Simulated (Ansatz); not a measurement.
# SiClOF2 (SMILES [O][Si](F)(F)Cl) at U-wB97X/def2-SVP

What is the electronic atomisation energy of SiClOF2 at U-wB97X/def2-SVP? 

Program for the calculation: Ansatz 0.2.0.

70 further runs of the same task are left out: 2 that didn't finish, 68 set aside as unsound or not needed. Runs told in other sessions of the task aren't counted.

## Step 1: The molecule

SiClOF2: 5 atoms, total charge 0, spin state doublet. SMILES: `[O][Si](F)(F)Cl`. The shape is that of a PBE0-D4/def2-TZVP optimisation.

Bond lengths: O1–Si2 1.641 Å, Si2–F3 1.569 Å, Si2–F4 1.569 Å, Si2–Cl5 2.005 Å. Angles: O1–Si2–F3 112.3°, O1–Si2–F4 112.3°, O1–Si2–Cl5 102.8°, F3–Si2–F4 106.3°, F3–Si2–Cl5 111.7°, F4–Si2–Cl5 111.7°.

## Step 2: The energy at U-wB97X/def2-SVP

Contents of molecule.yaml:

```yaml
basis:
  gaussian:
    orbitals: def2-SVP
crystal:
  periodic: [false, false, false]
  atoms:
    - {symbol: O, position_ang: [-0.173100, 0.048700, 1.622400]}
    - {symbol: Si, position_ang: [0.071000, -0.092200, 0.005600]}
    - {symbol: F, position_ang: [-0.374600, -1.493300, -0.542700]}
    - {symbol: F, position_ang: [1.581700, 0.074400, -0.383900]}
    - {symbol: Cl, position_ang: [-1.055100, 1.388700, -0.742800]}
magnetization:
  spin_polarized: true
  initial_magnetization: 1
hamiltonian:
  xc: {name: wB97X}
accuracy: high
output: {orbitals: {seedname: orbitals}}
```

The run is started by

```console
ansatz run molecule.yaml --threads 1 --pin off --max-ram 2610MiB --events-out events.jsonl --progress --plain --runs-dir runs
```

The program printed:

```text
Warning: RAYON_NUM_THREADS=1 ignored (pool sized by the plan → 1); use --threads N
Functional definition: wB97X
  name "wB97X"
  parameter omega = 0.3/bohr
  parameter cx = 0.157706
  parameter cx1 = 0.726479
  parameter cx2 = 1.04760
  parameter cx3 = -5.70635
  parameter cx4 = 13.2794
  parameter css1 = -4.33879
  parameter css2 = 18.2308
  parameter css3 = -31.7430
  parameter css4 = 17.2901
  parameter cos1 = 2.37031
  parameter cos2 = -11.3995
  parameter cos3 = 6.58405
  parameter cos4 = -3.78132
  exchange = spin_sum(e_x_unif_sr(omega)*poly(b97_u_x, 1 - cx, cx1, cx2, cx3, cx4)) + cx*exact_x_sr(omega)
      + exact_x_lr(omega)
  correlation = spin_sum(e_c_pw_same_spin*poly(b97_u_same, 1, css1, css2, css3, css4))
      + integral(e_c_pw_opposite_spin*poly(b97_u_opposite, 1, cos1, cos2, cos3, cos4))
1499 factors; integrals over basis functions are off by at most 3.7e-9 eV
289 factors; integrals over basis functions are off by at most 1.7e-9 eV
mean field evaluation 1: about -27859.9370 eV, gradient 4.6e1 eV
mean field evaluation 2: about -27852.8747 eV, gradient 6.6e1 eV
mean field evaluation 4: about -27869.5889 eV, gradient 5.7e0 eV
mean field evaluation 8: about -27869.9941 eV, gradient 7.9e-1 eV
mean field evaluation 16: about -27870.0146 eV, gradient 6.3e-3 eV
mean field evaluation 32: about -27870.0146 eV, gradient 2.1e-5 eV
mean field -27870.01463233 eV, -1024.2041467638 hartree, gradient 7.4e-8 eV, S^2 0.753077; 2 other end points of the search recorded, 0 dependent functions left out
reference -27870.01463020 eV, -1024.2041466855 hartree; 29, 28 occupied and 49, 50 virtual orbitals, 1499 factors
Total energy: -27870.01463020 eV, -1024.2041466855 hartree
```

Run time: 1.7 min. Hardware: 1 thread of Intel Xeon Platinum 8259CL at 2.50GHz (Skylake/Cascade Lake), shared host; peak memory 0.77 GiB.

## Step 3: The Cl atom, same level

Contents of job.yaml:

```yaml
crystal:
  periodic: [false, false, false]
  atoms:
    - symbol: Cl
      position_ang: [0.000000, 0.000000, 0.000000]
basis:
  gaussian: {orbitals: def2-SVP}
magnetization: {spin_polarized: true, initial_magnetization: 1}
total_charge: 0
hamiltonian: {xc: {name: wB97X}}
accuracy: high
```

The run is started by

```console
ansatz run job.yaml --threads 1 --pin off --max-ram 2610MiB --events-out events.jsonl --progress --plain --runs-dir runs
```

The program printed, shortened:

```text
Warning: RAYON_NUM_THREADS=1 ignored (pool sized by the plan → 1); use --threads N
[... 2 set-up lines as earlier in the session ...]
[...]
      + exact_x_lr(omega)
[...]
      + integral(e_c_pw_opposite_spin*poly(b97_u_opposite, 1, cos1, cos2, cos3, cos4))
134 factors; integrals over basis functions are off by at most 2.6e-9 eV
54 factors; integrals over basis functions are off by at most 2.1e-9 eV
[...]
mean field -12516.97166464 eV, -459.9902243673 hartree, gradient 7.7e-9 eV, S^2 0.752072; 0 other end points of the search recorded, 0 dependent functions left out
reference -12516.97166380 eV, -459.9902243366 hartree; 9, 8 occupied and 9, 10 virtual orbitals, 134 factors
Total energy: -12516.97166380 eV, -459.9902243366 hartree
```

It took 6.3 s on 1 thread of Intel Xeon Platinum 8259CL at 2.50GHz (Skylake/Cascade Lake), shared host; peak memory 0.19 GiB.

## Step 4: The F atom at the same level

Contents of run.yaml:

```yaml
crystal:
  periodic: [false, false, false]
  atoms:
    - {symbol: F, position_ang: [0.000000, 0.000000, 0.000000]}
basis:
  gaussian:
    orbitals: def2-SVP
hamiltonian:
  xc: {name: wB97X}
accuracy: high
magnetization:
  spin_polarized: true
  initial_magnetization: 1
```

Run the same way, it converges to -99.61884 Eh (log not shown).

## Step 5: The O atom at the same level

Contents of input.yaml:

```yaml
crystal:
  periodic: [false, false, false]
  atoms:
    - {symbol: O, position_ang: [0.000000, 0.000000, 0.000000]}
basis:
  gaussian:
    orbitals: def2-SVP
accuracy: high
magnetization:
  spin_polarized: true
  initial_magnetization: 2
hamiltonian:
  xc: {name: wB97X}
```

Run the same way, it converges to -74.98253 Eh (log not shown).

## Step 6: The Si atom at the same level

Contents of run.yaml:

```yaml
crystal:
  periodic: [false, false, false]
  atoms:
    - {symbol: Si, position_ang: [0.000000, 0.000000, 0.000000]}
basis:
  gaussian: {orbitals: def2-SVP}
magnetization: {spin_polarized: true, initial_magnetization: 2}
hamiltonian: {xc: {name: wB97X}}
accuracy: high
```

Run the same way, it converges to -289.26178 Eh (log not shown).

## Step 7: Results

Level: U-wB97X/def2-SVP.

| quantity | value |
| --- | --- |
| molecule: total energy | -1024.20415 Eh |
| molecule: HOMO energy (highest over α and β) | -12.56 eV |
| molecule: LUMO energy (lowest over α and β) | -3.28 eV |
| molecule: ⟨S²⟩ | 0.753 |
| Cl atom: total energy | -459.99022 Eh |
| Cl atom: ⟨S²⟩ | 0.752 |
| F atom: total energy | -99.61884 Eh |
| F atom: ⟨S²⟩ | 0.751 |
| O atom: total energy | -74.98253 Eh |
| O atom: ⟨S²⟩ | 2.003 |
| Si atom: total energy | -289.26178 Eh |
| Si atom: ⟨S²⟩ | 2.004 |
| electronic atomisation energy | 19.917 eV |

Taking the molecule apart into free atoms costs 19.92 eV (1922 kJ/mol), before zero-point energy and without spin-orbit coupling.
